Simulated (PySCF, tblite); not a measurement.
**C₅H₁₃Si₂ radical: geometry, infrared bands and EPR parameters**

What infrared bands and EPR parameters should C₅H₁₃Si₂ radical (`C=CC[C@@H]([SiH3])C[SiH2]`) show?

Programs: tblite 0.8.0 and PySCF 2.14.0, with density-fitted response routines of our own. Each step states its level of theory. These are calculated values for one molecule in the gas phase, unless marked as measured. Atoms count from 0, in the outputs and in this text.

## Step 1: Starting geometry

20 atoms, charge 0, multiplicity 2; geometry from: force field or distance geometry start.

Bonds of the start (Å): C0–C1 1.32, C1–C2 1.50, C2–C3 1.49, C3–Si4 1.86, C3–C5 1.49, C5–Si6 1.84, C0–H7 1.08, C0–H8 1.10, C1–H9 1.08, C2–H10 1.12, C2–H11 1.11, C3–H12 1.11, Si4–H13 1.45, Si4–H14 1.49, Si4–H15 1.49, C5–H16 1.11, C5–H17 1.13, Si6–H18 1.48, Si6–H19 1.49.

## Step 2: Geometry optimisation with GFN2-xTB

Job settings and geometry (Å):

```
{"job": {"kind": "relax", "xc": "GFN2-xTB", "basis": "xTB"}, "charge": 0, "multiplicity": 2}
C     -3.003600    -0.987400    -0.004500
C     -2.054400    -0.126000     0.300700
C     -0.661900    -0.679200     0.432600
C      0.200500     0.016200    -0.561700
Si     0.206600     1.834300    -0.186600
C      1.615900    -0.455900    -0.607100
Si     2.588400    -0.283800     0.947300
H     -2.714700    -2.017900    -0.146900
H     -4.058100    -0.685200    -0.114300
H     -2.308300     0.909400     0.468900
H     -0.335100    -0.374200     1.457500
H     -0.654900    -1.784600     0.405900
H     -0.234500    -0.099100    -1.573600
H     -1.129700     2.377100    -0.337400
H      1.061500     2.480400    -1.224700
H      0.797800     2.148300     1.142900
H      2.119500     0.109700    -1.417900
H      1.597200    -1.549200    -0.889700
H      3.306700    -1.555300     1.185100
H      3.656000     0.733100     0.720400
```

The run is started by

```console
$ OMP_NUM_THREADS=1 python probes_run.py task.json out
```

The driver reads the jobs from task.json and runs them one after another.

Output:

```text
step      E/eV     max force
  0    -562.35741    1.969
  1    -562.55145    0.960
  2    -562.62900    0.599
  3    -562.69230    0.644
  4    -562.75519    0.673
  5    -562.79976    0.437
  6    -562.82680    0.339
  7    -562.84582    0.298
  8    -562.86207    0.282
  9    -562.87789    0.260
 10    -562.88905    0.227
 11    -562.89557    0.165
 12    -562.90067    0.164
 13    -562.90605    0.163
 14    -562.91045    0.142
 15    -562.91332    0.104
 16    -562.91525    0.111
 17    -562.91701    0.100
 18    -562.91870    0.092
 19    -562.92026    0.094
 20    -562.92179    0.102
 21    -562.92333    0.080
 22    -562.92477    0.091
 23    -562.92600    0.074
 24    -562.92710    0.073
 25    -562.92828    0.076
 26    -562.92955    0.077
 27    -562.93069    0.068
 28    -562.93156    0.066
 29    -562.93230    0.064
 30    -562.93301    0.058
 31    -562.93365    0.063
 32    -562.93415    0.049
 33    -562.93454    0.045
 34    -562.93490    0.044
 35    -562.93527    0.042
 36    -562.93558    0.037
 37    -562.93582    0.038
 38    -562.93603    0.033
 39    -562.93628    0.039
 40    -562.93660    0.044
 41    -562.93695    0.042
 42    -562.93725    0.035
 43    -562.93746    0.036
 44    -562.93764    0.040
 45    -562.93786    0.040
 46    -562.93814    0.036
 47    -562.93848    0.047
 48    -562.93882    0.056
 49    -562.93917    0.057
 50    -562.93957    0.055
 51    -562.94003    0.054
 52    -562.94046    0.045
 53    -562.94078    0.044
 54    -562.94105    0.043
 55    -562.94140    0.047
 56    -562.94188    0.062
 57    -562.94236    0.049
 58    -562.94271    0.038
 59    -562.94296    0.033
 60    -562.94324    0.039
 61    -562.94358    0.049
 62    -562.94392    0.035
 63    -562.94419    0.041
 64    -562.94445    0.042
 65    -562.94478    0.047
 66    -562.94516    0.056
 67    -562.94555    0.052
 68    -562.94591    0.047
 69    -562.94616    0.035
 70    -562.94649    0.048
 71    -562.94681    0.041
 72    -562.94704    0.035
 73    -562.94721    0.032
 74    -562.94739    0.030
 75    -562.94758    0.037
 76    -562.94775    0.033
 77    -562.94788    0.028
 78    -562.94802    0.027
 79    -562.94820    0.038
 80    -562.94839    0.036
 81    -562.94854    0.030
 82    -562.94863    0.018
 83    -562.94871    0.021
 84    -562.94882    0.029
 85    -562.94897    0.029
 86    -562.94915    0.030
 87    -562.94930    0.033
 88    -562.94941    0.028
 89    -562.94950    0.022
 90    -562.94958    0.020
 91    -562.94968    0.023
 92    -562.94978    0.030
 93    -562.94989    0.031
 94    -562.95001    0.028
 95    -562.95014    0.027
 96    -562.95026    0.024
 97    -562.95037    0.021
 98    -562.95046    0.027
 99    -562.95057    0.029
100    -562.95072    0.031
101    -562.95092    0.046
102    -562.95113    0.045
103    -562.95130    0.026
104    -562.95141    0.020
105    -562.95151    0.022
106    -562.95161    0.029
107    -562.95172    0.028
108    -562.95183    0.025
109    -562.95193    0.025
110    -562.95203    0.023
111    -562.95211    0.024
112    -562.95217    0.022
113    -562.95221    0.017
114    -562.95224    0.017
115    -562.95227    0.016
116    -562.95229    0.013
117    -562.95231    0.012
118    -562.95233    0.013
119    -562.95235    0.014
120    -562.95236    0.010
121    -562.95237    0.008
```

Run time: 1 s. Hardware: 1 thread of Arm Neoverse V1, shared host; peak memory 0.18 GiB.

Along the way: (not every step is listed)

| step | energy from step 0 (eV) | largest force (eV/Å) |
| --- | --- | --- |
| 0 | 0.0000 | 1.9688 |
| 1 | -0.1940 | 0.9603 |
| 2 | -0.2716 | 0.5985 |
| 3 | -0.3349 | 0.6443 |
| 4 | -0.3978 | 0.6730 |
| 5 | -0.4424 | 0.4373 |
| 6 | -0.4694 | 0.3395 |
| 7 | -0.4884 | 0.2977 |
| 8 | -0.5047 | 0.2821 |
| 18 | -0.5613 | 0.0924 |
| 28 | -0.5742 | 0.0661 |
| 38 | -0.5786 | 0.0328 |
| 48 | -0.5814 | 0.0557 |
| 58 | -0.5853 | 0.0375 |
| 68 | -0.5885 | 0.0467 |
| 78 | -0.5906 | 0.0266 |
| 88 | -0.5920 | 0.0275 |
| 98 | -0.5931 | 0.0266 |
| 108 | -0.5944 | 0.0254 |
| 116 | -0.5949 | 0.0126 |
| 117 | -0.5949 | 0.0118 |
| 118 | -0.5949 | 0.0130 |
| 119 | -0.5949 | 0.0144 |
| 120 | -0.5950 | 0.0105 |
| 121 | -0.5950 | 0.0081 |

Close pairs (by a distance rule), those that changed most:

| bond | before (Å) | after (Å) | change (Å) |
| --- | --- | --- | --- |
| C5–Si6 | 1.842 | 1.901 | +0.059 |
| C3–Si4 | 1.856 | 1.911 | +0.055 |
| C2–C3 | 1.489 | 1.534 | +0.046 |
| C3–C5 | 1.493 | 1.532 | +0.039 |
| C5–H17 | 1.129 | 1.095 | -0.035 |
| Si6–H19 | 1.492 | 1.460 | -0.032 |
| Si4–H14 | 1.492 | 1.465 | -0.027 |
| C0–H8 | 1.102 | 1.077 | -0.025 |

The final coordinates are the input of the step that follows.

## Step 3: Infrared spectrum with GFN2-xTB

Job settings and geometry (Å):

```
{"job": {"kind": "ir", "xc": "GFN2-xTB", "basis": "xTB"}, "charge": 0, "multiplicity": 2}
C     -3.088556    -0.991657     0.101884
C     -2.041488    -0.265049     0.446304
C     -0.626726    -0.730521     0.372958
C      0.202773     0.065127    -0.643108
Si     0.231467     1.938099    -0.264440
C      1.625044    -0.502338    -0.690212
Si     2.636767    -0.206159     0.891603
H     -2.982918    -2.005077    -0.251415
H     -4.094803    -0.612449     0.161440
H     -2.175121     0.749741     0.799378
H     -0.152745    -0.620941     1.357506
H     -0.605635    -1.792800     0.109366
H     -0.258330    -0.086523    -1.627598
H     -0.971152     2.575203    -0.811862
H      1.403016     2.537732    -0.907100
H      0.303578     2.152523     1.182703
H      2.157028    -0.050639    -1.532105
H      1.578079    -1.576468    -0.896527
H      3.229454    -1.428155     1.432255
H      3.625120     0.861030     0.765935
```

Output:

```text
mode    cm-1     km/mol
  1     -62.3      2.46
  2      51.8      0.03
  3      74.2      0.09
  4      79.9      0.18
  5     147.7      0.25
  6     162.3      0.14
  7     217.7      0.41
  8     274.0      0.09
  9     332.6      0.38
 10     416.5      4.03
 11     445.9      8.40
 12     501.4     26.38
 13     522.5     33.96
 14     551.1     59.90
 15     578.7    115.80
 16     629.5     15.23
 17     673.7     20.60
 18     730.1      4.65
 19     759.8    316.53
 20     774.8     96.91
 21     789.3    153.55
 22     791.4    186.14
 23     809.2    267.79
 24     892.4      9.79
 25     922.2      5.97
 26     968.3      1.94
 27    1021.4     18.15
 28    1029.2      1.25
 29    1068.8      0.86
 30    1103.6      8.10
 31    1169.7      1.37
 32    1184.1      2.86
 33    1209.2      6.58
 34    1275.3      0.63
 35    1301.5      3.74
 36    1302.3      1.20
 37    1330.8      1.69
 38    1418.5      4.55
 39    1482.8      0.29
 40    1484.8      0.79
 41    1715.8     21.27
 42    2230.2    437.82
 43    2245.9    320.21
 44    2248.9    111.51
 45    2262.5    213.61
 46    2280.8    540.89
 47    2884.1     22.29
 48    2897.7     85.40
 49    2924.6     43.45
 50    2945.3     51.92
 51    2947.5     40.79
 52    3047.9     46.98
 53    3092.9     28.19
 54    3119.5     54.27
```

It took 0.88 s on 1 thread of Arm Neoverse V1, shared host; peak memory 0.18 GiB.

The strongest bands and the atoms that carry them (share of the mass-weighted mode):

| cm⁻¹ | km/mol | atoms |
| --- | --- | --- |
| 760 | 316.5 | H18 31 %, H19 30 % |
| 789 | 153.6 | H17 19 %, C5 18 %, H14 16 %, H15 15 % |
| 791 | 186.1 | H14 24 %, H15 20 %, C5 11 % |
| 809 | 267.8 | H13 46 %, H14 41 % |
| 2230 | 437.8 | H13 89 % |
| 2246 | 320.2 | H15 91 % |
| 2262 | 213.6 | H18 78 %, H19 18 % |
| 2281 | 540.9 | H19 76 %, H18 16 % |

## Step 4: EPR parameters: B3LYP/pcH-1

Settings changed since step 3:

```diff
@@ -1,2 +1,2 @@
-{"job": {"kind": "ir", "xc": "GFN2-xTB", "basis": "xTB"}, "charge": 0, "multiplicity": 2}
+{"job": {"kind": "epr", "basis": "pcH-1"}, "charge": 0, "multiplicity": 2}
 C     -3.088556    -0.991657     0.101884
```

Level: UKS B3LYP, pcH-1 on C H Si, non-relativistic, mean-field spin-orbit, GIAO.

Output:

```text
UKS, coarse grid
  cycle   1  E = -777.23294525  |g| = 3.65e-01
  cycle   2  E = -777.19783514  |g| = 4.35e-01
  cycle   3  E = -777.29682700  |g| = 6.02e-02
  cycle   4  E = -777.29827641  |g| = 3.25e-02
  cycle   5  E = -777.29880253  |g| = 7.96e-03
  cycle   6  E = -777.29882898  |g| = 3.98e-03
  cycle   7  E = -777.29883672  |g| = 5.98e-04
UKS, final grid
  cycle   1  E = -777.29884125  |g| = 7.55e-04
  cycle   2  E = -777.29884070  |g| = 1.30e-03
  cycle   3  E = -777.29884155  |g| = 1.35e-04
  cycle   4  E = -777.29884156  |g| = 3.15e-05
  cycle   5  E = -777.29884156  |g| = 1.52e-05
E = -777.29884156 Eh   <S^2> = 0.7517 (exact 0.7500)
g shifts (ppm)      1          2          3
  rmc          -129       -129       -129
  gc             11         20        -11
  oz_so          74       2310       2559
  total         -44       2201       2419
hyperfine (MHz)  atom isotope    a_iso     a_fc   dipolar eigenvalues
    0   13C       1.09       1.09     -0.86     -0.54      1.40
    1   13C      -0.96      -0.96     -0.95      0.08      0.87
    2   13C       5.66       5.66     -1.98     -1.03      3.02
    3   13C      17.16      17.16     -1.49     -0.43      1.91
    4  29Si      -2.57      -2.57     -1.23      0.19      1.03
    5   13C       8.29       8.26     -4.17     -3.22      7.39
    6  29Si    -408.84    -409.86   -177.77     88.59     89.19
    7    1H      -0.58      -0.58     -0.42     -0.14      0.56
    8    1H      -0.51      -0.51     -0.54     -0.28      0.81
    9    1H       0.27       0.27     -0.87     -0.83      1.71
   10    1H       0.28       0.28     -5.99     -3.55      9.54
   11    1H      -0.20      -0.21     -1.57     -1.21      2.78
   12    1H      -2.01      -2.00     -1.63     -1.35      2.98
   13    1H       3.97       3.97     -0.85     -0.66      1.51
   14    1H      -0.16      -0.16     -1.66     -1.22      2.88
   15    1H      13.22      13.22     -3.25     -2.24      5.50
   16    1H      29.99      29.99     -3.79     -0.06      3.85
   17    1H       7.88       7.87     -3.38     -1.12      4.50
   18    1H      18.14      18.11    -10.40      1.56      8.84
   19    1H      27.35      27.32    -10.42      1.73      8.68
```

Run time: 2.5 min. Hardware: 1 thread of Arm Neoverse V1, shared host; peak memory 1.1 GiB.

Principal g values 2.00227, 2.00452, 2.00474; g(iso) = 2.00384, against 2.00232 for a free electron.

Mean a(iso) over the nuclei that a row names, and the largest dipolar term of the row (other rows stand at the frozen geometry):

| nuclei | isotope | a(iso) (MHz) | a(iso) (G, at g = 2.0023) | largest dipolar term (MHz) |
| --- | --- | --- | --- | --- |
| Si6 | 29Si | -408.8 | -145.9 | -177.8 |
| H16 | 1H | 30.0 | 10.7 | 3.8 |
| H18, H19 | 1H | 22.7 | 8.1 | -10.4 |
| C3 | 13C | 17.2 | 6.1 | 1.9 |
| C5 | 13C | 8.3 | 3.0 | 7.4 |
| H17 | 1H | 7.9 | 2.8 | 4.5 |
| H13, H14, H15 | 1H | 5.7 | 2.0 | 5.5 |
| C2 | 13C | 5.7 | 2.0 | 3.0 |
| Si4 | 29Si | -2.6 | -0.9 | -1.2 |
| H12 | 1H | -2.0 | -0.7 | 3.0 |
| C0 | 13C | 1.1 | 0.4 | 1.4 |
| C1 | 13C | -1.0 | -0.3 | -0.9 |
| H7 | 1H | -0.6 | -0.2 | 0.6 |
| H8 | 1H | -0.5 | -0.2 | 0.8 |

Mulliken spin populations:

C0 0.01; C1 -0.01; C2 0.01; C3 0.01; Si4 0.00; C5 -0.01; Si6 0.98; H7 0.00; H8 0.00; H9 0.00; H10 0.00; H11 0.00; H12 0.00; H13 0.00; H14 0.00; H15 0.00; H16 0.01; H17 0.00; H18 -0.01; H19 0.00

In first order the couplings over 0.8 MHz of 1H give 96 distinct lines over 36.5 G, if the averaged nuclei exchange fast.

Orbitals, density, ELF and potential are computed afterwards from the orbital file.

ELF in a plane through or near 6 of the atoms.

Values, 10 rows by 14 columns:
```
0.00 0.00 0.00 0.00 0.00 0.00 0.00 0.00 0.00 0.00 0.00 0.00 0.00 0.00
0.00 0.00 0.00 0.00 0.00 0.02 0.02 0.28 0.27 0.00 0.00 0.00 0.00 0.00
0.00 0.00 0.00 0.00 0.71 0.80 0.20 0.97 0.98 0.02 0.00 0.00 0.00 0.00
0.00 0.00 0.00 0.00 0.42 0.86 0.68 0.26 0.16 0.06 0.00 0.00 0.00 0.00
0.00 0.00 0.82 0.95 0.08 0.04 0.66 0.57 0.18 0.74 0.11 0.96 0.40 0.00
0.00 0.02 0.79 0.96 0.16 0.82 0.25 0.79 0.86 0.51 0.35 0.99 0.69 0.00
0.00 0.00 0.11 0.40 0.32 0.54 0.05 0.70 0.94 0.06 0.92 0.24 0.01 0.00
0.00 0.00 0.05 0.65 0.61 0.02 0.01 0.44 0.88 0.01 0.34 0.05 0.00 0.00
0.00 0.00 0.00 0.07 0.09 0.00 0.00 0.00 0.00 0.00 0.00 0.00 0.00 0.00
0.00 0.00 0.00 0.00 0.00 0.00 0.00 0.00 0.00 0.00 0.00 0.00 0.00 0.00
```
The map spans 13.5 Å across and 10.8 Å up, centred on the molecule. Atoms in the plane (x, y in Å): C0 (3.2, -0.5), C1 (2.1, 0.0), C2 (0.7, -0.7), Si4 (-0.5, 1.9), H8 (4.1, 0.1), H11 (0.9, -1.7).

On the surface of density 0.002 e/bohr³ the electrostatic potential runs, from the 1st to the 99th percentile, from -0.57 V near C0 to 0.81 V near H14.

The spin density lies nearest to Si6 60 %; H18, H19 about 10 % each.

## Step 5: Results

| quantity | value |
| --- | --- |
| strongest single infrared mode (GFN2-xTB) | 2281 cm⁻¹, 541 km/mol |
| zero-point energy (GFN2-xTB) | 96.2 kcal/mol |
| g(iso) (B3LYP) | 2.00384 |
| ⟨S²⟩ | 0.752 (exact 0.75) |
| largest a(iso) (averaged by class) | 29Si on Si6, -408.8 MHz |
| surface potential, 1st and 99th percentile | -0.57 V and 0.81 V |

**Reading.** Over 121 steps the energy fell by 0.595 eV; of the close pairs, C5–Si6 changed most, 1.842 to 1.901 Å. The lowest mode is imaginary (62i cm⁻¹), so the xTB geometry is not a minimum. The strongest single mode, at 2281 cm⁻¹, moves mainly H19. Unscaled tight-binding wavenumbers are off by several per cent, some by more. Its intensities can rank the bands wrongly. Most of the unpaired spin sits on Si6 (0.98 e). The isotropic g lies 1.5 ppt above the free-electron value.
